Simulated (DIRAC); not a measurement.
# ClGe: HF/dyall-v2z (open shell 1 in 2 spinors, uncontracted yes)

Wanted: a point of an energy scan of ClGe. 

The calculation is run with DIRAC 26.1 (patched).

### 1 The structure to begin with

ClGe: 2 atoms, total charge 0, spin state doublet.

Bond lengths: Ge1–Cl2 2.270 Å.

### 2 A point of an energy scan at HF/dyall-v2z (open shell 1 in 2 spinors, uncontracted yes)

mol.mol

```
INTGRL
ClGe
basis from the library
C   2              A
       32.    1
Ge        0.00000000      0.00000000      0.00000000
LARGE BASIS dyall.v2z
       17.    1
Cl        0.00000000      0.00000000      2.26989497
LARGE BASIS dyall.v2z
FINISH
```

calc.inp

```
**DIRAC
.TITLE
 HF on ClGe
.WAVE FUNCTION
**HAMILTONIAN
.NONREL
**INTEGRALS
.NUCMOD
 1
*READIN
.UNCONTRACT
**WAVE FUNCTION
.SCF
*SCF
.CLOSED SHELL
 48
.OPEN SHELL
 1
 1/2
*END OF INPUT
```

Run with:

```bash
$ pam --inp=calc.inp --mol=mol.mol --noarch --mw=122 --aw=276
```

Standard output:

```text
SCF - CYCLE
                                   -----------

* Convergence on norm of error vector (gradient).
  Desired convergence:1.000D-07
  Allowed convergence:1.000D-06

* ERGVAL - convergence in total energy
* FCKVAL - convergence in maximum change in total Fock matrix
* EVCVAL - convergence in error vector (gradient)
[... 10 lines left out ...]
* Convergence after   15 iterations.
[... 3 lines left out ...]
                                   TOTAL ENERGY
[... 4 lines left out ...]
   Electronic energy                        :    -2661.7217558410562
[... 1 line left out ...]
   Other contributions to the total energy
   Nuclear repulsion energy                 :      126.8219042469335
[... 2 lines left out ...]
   Total energy                             :    -2534.8998515941225
[... 42 lines left out ...]
       0.532973106  ( 2)          1.012622158  ( 2)          2.686408344  ( 2)          9.941807982  ( 2)         31.983579384  ( 2)
     104.362774694  ( 2)        397.878752975  ( 2)

* Occupation in fermion symmetry E1
  * Inactive orbitals
      A1   A1   A1   B2   A1   B1   A1   A1   B2   B1   A1   B2   A1   B1   A1   B2   A2   A1
      B1   A1   A1   B1   B2   A1
  * Active orbitals
      B1
  * Virtual orbitals
      B2   A1   A1   A1   B2   B1   B2   A1   A2   B1   A1   B2   B1   A1   A1   A2   A1   B2
      B1   A1   A1   A2   B2   B1   A1   B2   A1   B1   B2   B1   A1   A1   A1   A2   B2   B1
      A1   A1   B2   B1   A1   B2   B1   A1   A1   A2   B2   B1   A1   A1   A1   B2   B1   A1
      B2   B1   A1   A1   A2   B2   B1   A1   B2   B1   A1   A1   B2   B1   A1   A1   A1   A2
      B2   B1   A1   B2   B1   A1   A1   A1   B2   B1   A1   B2   B1   A1   A1   A1   A1   A1
      B2   B1   A1   A1   A1   A1   A1   A1   A1

* Occupation of subblocks
                       E1 :  A1   B1   B2   A2
  closed shells (f=1.0000):   13    5    5    1
  open shell #1 (f=0.5000):    0    1    0    0
 virtual shells (f=0.0000):   49   21   22    7
tot.num. of pos.erg shells:   62   27   27    8

* HOMO - LUMO gap:

    E(LUMO) :    -0.00319560 au (symmetry B2 )
  - E(HOMO) :    -0.20452476 au (symmetry B1 )
  ------------------------------------------
    gap     :     0.20132916 au

 * Closing HDF5 checkpoint file
    - Checkpoint file contains all required data, can be used for restarts
    - Checkpoint file closed

*****************************************************
********** E N D   of   D I R A C  output  **********
*****************************************************

>>>> Total WALL time used in DIRAC: 1s
```

It took 1.8 s on 1 thread of Arm Neoverse V2, shared host; peak memory 0.075 GiB.

### 3 Outcome

Level: HF/dyall-v2z (open shell 1 in 2 spinors, uncontracted yes).

| quantity | value |
| --- | --- |
| total energy | -2534.89985 Eh |
| HOMO energy (partly filled) | -5.57 eV |
| LUMO energy | -0.09 eV |

What this shows: The basis was made for a relativistic Hamiltonian, but the run is non-relativistic.
